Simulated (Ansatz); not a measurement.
# LuPO4: the cost of one run

Program: Ansatz 0.2.0. Level of theory: DFT PBEsol, scalar-relativistic, plane waves, PAW. These are calculated values, not measurements.

### 1 Starting point

The structure is tetragonal, space group I4_1/amd (No. 141). The conventional cell has a = 6.881 Å, b = 6.881 Å, c = 5.998 Å, α = 90.00°, β = 90.00°, γ = 90.00°. Lu (site symmetry -4m2) is surrounded by 8 O at 2.29 to 2.36 Å. P (site symmetry -4m2) has 4 O at 1.56 Å as nearest neighbours. Around O (site symmetry m) lie 1 P at 1.56 Å.

Structure file:

```cif
data_structure
_symmetry_space_group_name_H-M 'P 1'
_symmetry_Int_Tables_number 1
_cell_length_a 5.7158
_cell_length_b 5.7158
_cell_length_c 5.7158
_cell_angle_alpha 105.977
_cell_angle_beta 105.977
_cell_angle_gamma 116.710
_cell_volume 142.01
loop_
_atom_site_label
_atom_site_type_symbol
_atom_site_fract_x
_atom_site_fract_y
_atom_site_fract_z
_atom_site_occupancy
Lu1 Lu 0.75000 0.25000 0.50000 1
Lu2 Lu 0.00000 0.00000 0.00000 1
P1 P 0.50000 0.50000 0.00000 1
P2 P 0.25000 0.75000 0.50000 1
O1 O 0.51282 0.33699 0.17584 1
O2 O 0.08699 0.41115 0.32416 1
O3 O 0.16115 0.33699 0.82416 1
O4 O 0.08699 0.76282 0.67584 1
O5 O 0.23718 0.91301 0.32416 1
O6 O 0.66301 0.48718 0.82416 1
O7 O 0.58885 0.91301 0.67584 1
O8 O 0.66301 0.83885 0.17584 1
```

This cell was relaxed beforehand with the same method: volume 11.83 Å³/atom, gap on the mesh 5.83 eV.

### 2 Relaxing with PBEsol

Contents of input.yaml:

```yaml
crystal:
  lattice:
    - [-3.4407256762, 3.4407256762, 2.9987771528]
    - [3.4407256762, -3.4407256762, 2.9987771528]
    - [3.4407256762, 3.4407256762, -2.9987771528]
  atoms:
    - { symbol: Lu, position: [0.75, 0.25, 0.5] }
    - { symbol: Lu, position: [0.0, 0.0, 0.0] }
    - { symbol: P, position: [0.5, 0.5, 0.0] }
    - { symbol: P, position: [0.25, 0.75, 0.5] }
    - { symbol: O, position: [0.5128247475, 0.3369890579, 0.1758356897] }
    - { symbol: O, position: [0.0869890579, 0.4111533682, 0.3241643103] }
    - { symbol: O, position: [0.1611533682, 0.3369890579, 0.8241643103] }
    - { symbol: O, position: [0.0869890579, 0.7628247475, 0.6758356897] }
    - { symbol: O, position: [0.2371752525, 0.9130109421, 0.3241643103] }
    - { symbol: O, position: [0.6630109421, 0.4871752525, 0.8241643103] }
    - { symbol: O, position: [0.5888466318, 0.9130109421, 0.6758356897] }
    - { symbol: O, position: [0.6630109421, 0.8388466318, 0.1758356897] }
basis:
  ecutwfc: 420
kpoints:
  mp_grid: { grid: [6, 6, 6] }
hamiltonian:
  xc: pbesol
scf:
  occupations: { method: gaussian, width: 0.02 }
output:
  forces: true
  stress: true
  eigenvalues: true
relax:
  adjacent_minimum: "off"
  f_tol: 0.005
  max_steps: 50
  cell: { stress_tol: 0.05 }
```

On the command line:

```
ansatz run input.yaml --threads 4 --pin off --max-ram 10240MiB --backend cpu --events-out ev --progress --plain --runs-dir out
```

**Question.** How long does this run take on 4 threads of AMD EPYC 7B13 (Zen 3), shared host, and how much memory does it need?

About 39 s, with a peak of 0.75 GiB.
